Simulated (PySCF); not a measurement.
The system is Cl3Si2H3, in a box.

```
Cl Si H
1.0
    13.00000    0.00000    0.00000
     0.00000   13.00000    0.00000
     0.00000    0.00000   14.00000
Cl Si H
3 2 3
Cartesian
  4.6176 7.0671 8.6304
  6.1748 4.6494 5.6967
  6.0493 7.8951 4.8825
  6.6425 7.0475 8.2978
  6.9846 6.4963 6.0480
  7.2665 6.0357 9.1855
  7.1925 8.3926 8.5966
  8.4084 6.4494 5.6418
```

Base run:

```yaml
Program: PySCF 2.14.0
Functional: PBE
Potentials_or_basis: cc-pvdz (all-electron)
k_mesh: 1 × 1 × 1
Occupations: fixed
Spin: no spin polarisation
```

Its results: gap between the frontier levels 5.16 eV.

**Question.** The run is repeated on the same cell with these changes: functional from PBE to LDA. What comes out?

**Answer.** Gap between the frontier levels 4.99 eV.

Caveats: this is a molecule in a periodic box at the Γ point, so its band gap is the HOMO-LUMO gap; the basis of atomic orbitals isn't converged, which shifts pressures, moduli and gaps.

